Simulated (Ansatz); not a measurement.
# B9N10 zinc blende ring rod (B₉N₁₀H₂₈+): a spread of methods and bases, part 2 of 2

Ansatz 0.2.0, Gaussian basis; the settings change from run to run.

## 5. wB97/def2-mTZVPP

Options: atoms shaken by 0.08 Å, density fitting with def2-universal-jkfit.

Contents of in.yaml:

```yaml
crystal:
  periodic: [false, false, false]
  atoms:
    - {symbol: N, position_ang: [-2.162137, -0.343798, -1.556978]}
    - {symbol: N, position_ang: [-0.391676, -0.576195, -3.323896]}
    - {symbol: N, position_ang: [-0.333881, -2.070355, -1.539924]}
    - {symbol: N, position_ang: [-0.330343, -0.394169, 0.176180]}
    - {symbol: N, position_ang: [1.238157, -0.463863, -1.607839]}
    - {symbol: N, position_ang: [-0.425988, -0.475927, 3.877613]}
    - {symbol: N, position_ang: [1.346315, -0.477163, 1.976203]}
    - {symbol: N, position_ang: [-0.456958, 1.438394, -1.614555]}
    - {symbol: N, position_ang: [1.347651, 1.438060, 0.257525]}
    - {symbol: N, position_ang: [-0.543943, 1.436016, 2.089917]}
    - {symbol: B, position_ang: [-1.348295, -1.472515, -2.567184]}
    - {symbol: B, position_ang: [-1.334750, 0.591432, -0.820752]}
    - {symbol: B, position_ang: [-1.349303, 0.644790, 2.989384]}
    - {symbol: B, position_ang: [0.546614, 0.559125, -2.647500]}
    - {symbol: B, position_ang: [0.616272, -1.372213, -0.765522]}
    - {symbol: B, position_ang: [0.459523, 0.539501, 1.248904]}
    - {symbol: B, position_ang: [2.451481, 0.459495, -0.869209]}
    - {symbol: B, position_ang: [0.424013, -1.473882, 3.126283]}
    - {symbol: B, position_ang: [0.426036, 2.386495, -0.707930]}
    - {symbol: H, position_ang: [-2.723376, 0.170749, -2.109704]}
    - {symbol: H, position_ang: [-2.889902, -0.867243, -1.131228]}
    - {symbol: H, position_ang: [-1.075030, -0.004185, -4.115799]}
    - {symbol: H, position_ang: [0.294587, -1.015557, -4.223511]}
    - {symbol: H, position_ang: [-0.955413, -2.835770, -0.999029]}
    - {symbol: H, position_ang: [0.071845, -2.731123, -2.287522]}
    - {symbol: H, position_ang: [-0.867304, -1.004348, 0.900420]}
    - {symbol: H, position_ang: [2.017624, -1.043140, -2.119152]}
    - {symbol: H, position_ang: [-1.206053, -1.154454, 4.461251]}
    - {symbol: H, position_ang: [0.084128, -0.029168, 4.681553]}
    - {symbol: H, position_ang: [1.991517, -0.894168, 1.472185]}
    - {symbol: H, position_ang: [2.084001, 0.084194, 2.565117]}
    - {symbol: H, position_ang: [-1.023711, 1.866754, -2.115298]}
    - {symbol: H, position_ang: [2.067386, 2.066361, 0.789359]}
    - {symbol: H, position_ang: [-1.023951, 2.022358, 1.351178]}
    - {symbol: H, position_ang: [0.154632, 2.144949, 2.553008]}
    - {symbol: H, position_ang: [-2.143872, -2.106135, -3.289673]}
    - {symbol: H, position_ang: [-2.158328, 1.338794, 0.107923]}
    - {symbol: H, position_ang: [-2.028296, -0.079799, 2.301901]}
    - {symbol: H, position_ang: [-1.952800, 1.338155, 3.699704]}
    - {symbol: H, position_ang: [1.193670, 1.187311, -3.477084]}
    - {symbol: H, position_ang: [1.152342, -2.141873, 0.031988]}
    - {symbol: H, position_ang: [3.029934, -0.331277, 0.079647]}
    - {symbol: H, position_ang: [3.031549, 1.357518, -1.483960]}
    - {symbol: H, position_ang: [-0.140366, -2.118556, 2.237852]}
    - {symbol: H, position_ang: [1.267985, -1.929326, 3.787892]}
    - {symbol: H, position_ang: [-0.146823, 2.909422, -0.100102]}
    - {symbol: H, position_ang: [1.070168, 3.054812, -1.570888]}
basis:
  gaussian: {orbitals: def2-mTZVPP, fitting: {mean_field: def2-universal-jkfit}}
total_charge: 1
hamiltonian: {xc: {name: wB97}}
scf: {omitted_lower_state_checks: [starts]}
output: {forces: true}
```

The run is started by

```bash
$ ansatz run in.yaml --threads 2 --pin off --events-out ev --progress --plain --max-ram 22528MiB --backend cuda --devices 0, --max-vram 18GiB
```

Log:

```text
Functional definition: wB97
  name "wB97"
  cite "Chai & Head-Gordon, J. Chem. Phys. 128, 084106 (2008) doi:10.1063/1.2834918"
  cite "Becke, J. Chem. Phys. 107, 8554 (1997) doi:10.1063/1.475007"
  parameter omega = 0.4/bohr
  parameter cx1 = 1.13116
  parameter cx2 = -2.74915
  parameter cx3 = 12.0900
  parameter cx4 = -5.71642
  parameter css1 = -2.55352
  parameter css2 = 11.8926
  parameter css3 = -26.9452
  parameter css4 = 17.0927
  parameter cos1 = 3.99051
  parameter cos2 = -17.0066
  parameter cos3 = 1.07292
  parameter cos4 = 8.88211
  # The coefficients of nought are those of the uniform gas.
  exchange = spin_sum(e_x_unif_sr(omega)*poly(b97_u_x, 1, cx1, cx2, cx3, cx4)) + exact_x_lr(omega)
  correlation = spin_sum(e_c_pw_same_spin*poly(b97_u_same, 1, css1, css2, css3, css4))
      + integral(e_c_pw_opposite_spin*poly(b97_u_opposite, 1, cos1, cos2, cos3, cos4))
these checks for a lower state are left out or cut short: starts
1949 factors; integrals over basis functions are off by at most 4.0e-1 eV
1949 factors; integrals over basis functions are off by at most 1.1e-6 eV
mean field evaluation 1: about -21412.3819 eV, gradient 1.3e2 eV
mean field evaluation 2: about -21403.4061 eV, gradient 1.5e2 eV
mean field evaluation 4: about -21448.5193 eV, gradient 7.9e0 eV
mean field evaluation 8: about -21448.6550 eV, gradient 8.9e-2 eV
mean field evaluation 16: about -21448.6550 eV, gradient 4.5e-5 eV
mean field -21448.65504573 eV, -788.2235345100 hartree, gradient 4.7e-5 eV, S^2 0.000000; 0 other end points of the search recorded, 0 dependent functions left out
the calculation of the forces begins
reference -21448.65502267 eV, -788.2235336627 hartree; 71, 71 occupied and 480, 480 virtual orbitals, 1949 factors
Total energy: -21448.65502267 eV, -788.2235336627 hartree
Atom 0 at    -2.162137    -0.343798    -1.556978 Å, force     0.691708    -4.425493    -2.160491 eV/Å
Atom 1 at    -0.391676    -0.576195    -3.323896 Å, force    -0.290486     2.904943    -9.660468 eV/Å
Atom 2 at    -0.333881    -2.070355    -1.539924 Å, force    -6.386496    -9.335595    -3.765647 eV/Å
Atom 3 at    -0.330343    -0.394169     0.176180 Å, force    -1.905362     0.186136     1.591595 eV/Å
Atom 4 at     1.238157    -0.463863    -1.607839 Å, force     9.134462     3.699296    -4.518530 eV/Å
Atom 5 at    -0.425988    -0.475927     3.877613 Å, force    -3.539894    -0.530492     3.152879 eV/Å
Atom 6 at     1.346315    -0.477163     1.976203 Å, force    -2.070923     4.877008     7.696990 eV/Å
Atom 7 at    -0.456958     1.438394    -1.614555 Å, force     7.902717    -6.220608     3.120808 eV/Å
Atom 8 at     1.347651     1.438060     0.257525 Å, force     2.034751     0.621738    -0.260821 eV/Å
Atom 9 at    -0.543943     1.436016     2.089917 Å, force     5.437995     3.111845    -1.903711 eV/Å
Atom 10 at    -1.348295    -1.472515    -2.567184 Å, force    -0.512814     2.099252     1.571717 eV/Å
Atom 11 at    -1.334750     0.591432    -0.820752 Å, force     0.306616    -0.115875     7.397973 eV/Å
Atom 12 at    -1.349303     0.644790     2.989384 Å, force    -1.846973    -2.764427     1.911056 eV/Å
Atom 13 at     0.546614     0.559125    -2.647500 Å, force    -1.498159    -1.184309     2.382717 eV/Å
Atom 14 at     0.616272    -1.372213    -0.765522 Å, force    -1.380007     0.936243     7.003329 eV/Å
Atom 15 at     0.459523     0.539501     1.248904 Å, force     1.087904    -0.364857    -4.225090 eV/Å
Atom 16 at     2.451481     0.459495    -0.869209 Å, force    -1.776026     0.133749     4.191975 eV/Å
Atom 17 at     0.424013    -1.473882     3.126283 Å, force     1.467829     0.557439    -2.963153 eV/Å
Atom 18 at     0.426036     2.386495    -0.707930 Å, force     6.373415    -3.797139    -5.289113 eV/Å
Atom 19 at    -2.723376     0.170749    -2.109704 Å, force    -2.496055     2.611564    -3.069891 eV/Å
Atom 20 at    -2.889902    -0.867243    -1.131228 Å, force    -0.372686    -0.657989     1.632278 eV/Å
Atom 21 at    -1.075030    -0.004185    -4.115799 Å, force     2.243444    -1.828341     2.807929 eV/Å
Atom 22 at     0.294587    -1.015557    -4.223511 Å, force    -2.576916     0.998041     3.783442 eV/Å
Atom 23 at    -0.955413    -2.835770    -0.999029 Å, force     2.104262     2.178772    -0.921989 eV/Å
Atom 24 at     0.071845    -2.731123    -2.287522 Å, force     0.219465     0.776931     1.835823 eV/Å
Atom 25 at    -0.867304    -1.004348     0.900420 Å, force     0.627104     1.213080    -2.113564 eV/Å
Atom 26 at     2.017624    -1.043140    -2.119152 Å, force    -1.901999     1.251882     0.489329 eV/Å
Atom 27 at    -1.206053    -1.154454     4.461251 Å, force     2.694374     2.729586    -2.240356 eV/Å
Atom 28 at     0.084128    -0.029168     4.681553 Å, force    -0.520033    -0.534953    -1.078470 eV/Å
Atom 29 at     1.991517    -0.894168     1.472185 Å, force     3.207370    -3.286724    -3.926874 eV/Å
Atom 30 at     2.084001     0.084194     2.565117 Å, force    -1.967692    -0.995580    -0.822948 eV/Å
Atom 31 at    -1.023711     1.866754    -2.115298 Å, force    -6.203770     6.289030    -6.176385 eV/Å
Atom 32 at     2.067386     2.066361     0.789359 Å, force    -1.840398    -1.351568    -1.352311 eV/Å
Atom 33 at    -1.023951     2.022358     1.351178 Å, force     0.196791    -0.925052     1.225505 eV/Å
Atom 34 at     0.154632     2.144949     2.553008 Å, force    -1.990418    -1.415463    -0.754026 eV/Å
Atom 35 at    -2.143872    -2.106135    -3.289673 Å, force     0.801049     0.031275     1.007452 eV/Å
Atom 36 at    -2.158328     1.338794     0.107923 Å, force     1.315158    -1.311623    -2.150967 eV/Å
Atom 37 at    -2.028296    -0.079799     2.301901 Å, force    -0.367413    -0.085322     0.074886 eV/Å
Atom 38 at    -1.952800     1.338155     3.699704 Å, force    -0.644184     0.372145     1.041552 eV/Å
Atom 39 at     1.193670     1.187311    -3.477084 Å, force    -0.281041    -0.416024     0.654619 eV/Å
Atom 40 at     1.152342    -2.141873     0.031988 Å, force     0.569457     0.276918    -0.832151 eV/Å
Atom 41 at     3.029934    -0.331277     0.079647 Å, force    -0.322017     1.240584    -2.308877 eV/Å
Atom 42 at     3.031549     1.357518    -1.483960 Å, force    -0.259502    -1.152277    -0.051697 eV/Å
Atom 43 at    -0.140366    -2.118556     2.237852 Å, force    -0.260104    -0.284796     1.084615 eV/Å
Atom 44 at     1.267985    -1.929326     3.787892 Å, force     0.436882    -0.905789     0.573743 eV/Å
Atom 45 at    -0.146823     2.909422    -0.100102 Å, force    -5.482385     5.161321     5.210236 eV/Å
Atom 46 at     1.070168     3.054812    -1.570888 Å, force    -0.158999    -0.368481     1.105083 eV/Å
Dipole moment:    -0.731055    -0.994215    -0.988858 e Å
Checks for a lower state left out: starts
```

Run time: 15 s. Hardware: 1 × H100 (card shared with other runs) with 2 threads of AMD EPYC 7R13, shared host; peak host memory 1.3 GiB.

Largest force 11.921 eV/Å.

## 6. The runs in one table

| level | charge | multiplicity | geometry | functions | energy (eV) | time |
| --- | --- | --- | --- | --- | --- | --- |
| r2SCAN0/def2-SVPD | 1 | 1 | scaled | 604 | -21420.041 | 8 s |
| r2SCAN50/def2-SVP | 1 | 1 | shaken | 406 | -21414.682 | 8.5 s |
| SVWN5/def2-TZVP | 1 | 1 | shaken | 757 | -21263.379 | 7.5 s |
| wB97/def2-mTZVPP | 1 | 1 | shaken | 551 | -21448.655 | 15 s |

## 7. Summary of results

This closing draws on all 2 parts.

```
quantity                   value
    runs                       4
quickest  SVWN5/def2-TZVP, 7.5 s
 slowest  wB97/def2-mTZVPP, 15 s
```

What this shows: The runs differ in state or geometry as well as level, so their energies can't be set against each other. The times lie within a factor of two.
